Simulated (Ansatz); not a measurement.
**BGaH₂OSSe: a ladder of functionals and wavefunction methods**

One table from this session's results is given with a row withheld; the runs are named, their logs left out.

The runs use Ansatz 0.2.0, Gaussian basis; functionals in def2-TZVPP, the program's frozen cores in correlated methods.

Levels to be run: LDA (SPW92), PBE-D4, revPBE-D4, BLYP-D4, r2SCAN-D4, B97M-V, PBE0-D4, B3LYP-D4, r2SCANh-D4, r2SCAN0-D4, HSE06-D4, BHLYP-D4, CAM-B3LYP-D4, LC-ωPBE, ωB97X-V, ωB97M-V, B2PLYP, PBE-QIDH; CCSD(T)/def2-SVP; CCSD(T)/def2-TZVPP; MP2/def2-QZVPP; extrapolation to the limit; RPA on PBE.

1 further run of the same task is left out (it didn't finish).

### The relaxed structure

The geometry comes from an earlier relaxation with PBE0-D4 in a triple-zeta def2 set; it is a stationary point, not always the lowest conformer.

SMILES `[SeH]B1[O][GaH][S]1`, 7 atoms, charge 0, spin multiplicity 1.

Atoms are counted from 1 here; the program's logs count them from 0.

Bond lengths: Se1–B2 1.947 Å, Se1–H6 1.466 Å, B2–O3 1.355 Å, B2–S5 1.878 Å, O3–Ga4 1.850 Å, Ga4–S5 2.191 Å, Ga4–H7 1.540 Å. Angles: B2–Se1–H6 94.8°, Se1–B2–O3 121.8°, Se1–B2–S5 124.6°, O3–B2–S5 113.6°, B2–O3–Ga4 92.5°, O3–Ga4–S5 84.1°, O3–Ga4–H7 128.7°, S5–Ga4–H7 147.1°, B2–S5–Ga4 69.8°.

The first run:

Contents of in.yaml:

```yaml
crystal:
  periodic: [false, false, false]
  atoms:
    - {symbol: Se, position_ang: [-1.861386, 0.577707, 1.564247]}
    - {symbol: B, position_ang: [-0.456405, 0.056929, 0.321177]}
    - {symbol: O, position_ang: [-0.555736, -1.057636, -0.442544]}
    - {symbol: Ga, position_ang: [1.091714, -0.763430, -1.231471]}
    - {symbol: S, position_ang: [1.138516, 1.010621, 0.052723]}
    - {symbol: H, position_ang: [-1.170780, 1.783336, 2.033411]}
    - {symbol: H, position_ang: [1.814067, -1.607528, -2.297544]}
basis:
  gaussian: {orbitals: def2-TZVPP}
hamiltonian: {xc: lda}
output: {orbitals: {seedname: orbitals}}
```

Steps of the session up to this table: LDA; PBE-D4 (GGA); revPBE-D4 (GGA); BLYP-D4 (GGA); r2SCAN-D4 (meta-GGA); B97M-V (meta-GGA); PBE0-D4 (hybrid); B3LYP-D4 (hybrid); r2SCANh-D4 (hybrid); r2SCAN0-D4 (hybrid); HSE06-D4 (hybrid); BHLYP-D4 (hybrid); CAM-B3LYP-D4 (range-separated); LC-ωPBE (range-separated); ωB97X-V (range-separated); ωB97M-V (range-separated); B2PLYP (double hybrid); PBE-QIDH (double hybrid).

One of the session's tables, all rows but one given; the rest of the session is left out.

It belongs to the step «Orbital energies across the functionals». 

```
  functional  HOMO (eV)  LUMO (eV)  gap (eV)
 LDA (SPW92)      -6.20      -2.71      3.49
      PBE-D4      -6.02      -2.44      3.59
   revPBE-D4      -5.96      -2.32      3.64
     BLYP-D4      -5.84      -2.37      3.48
   r2SCAN-D4      -6.28      -2.19      4.10
      B97M-V      -6.31      -2.34      3.97
     PBE0-D4      -7.09      -1.68      5.42
    B3LYP-D4      -6.86      -1.93      4.92
  r2SCANh-D4      -6.68      -1.92      4.76
  r2SCAN0-D4      -7.27      -1.52      5.75
    HSE06-D4          ?          ?         ?
    BHLYP-D4      -8.02      -0.94      7.08
CAM-B3LYP-D4      -8.33      -0.81      7.52
     LC-ωPBE      -9.67       0.34     10.01
     ωB97X-V      -9.33       0.22      9.54
     ωB97M-V      -9.19       0.01      9.19
```

Estimate the missing values for HSE06-D4.

**Answer.** HOMO (eV): -6.70; LUMO (eV): -2.04; gap (eV): 4.66. In the column «HOMO (eV)» it lies between B3LYP-D4 (-6.86) and r2SCANh-D4 (-6.68).
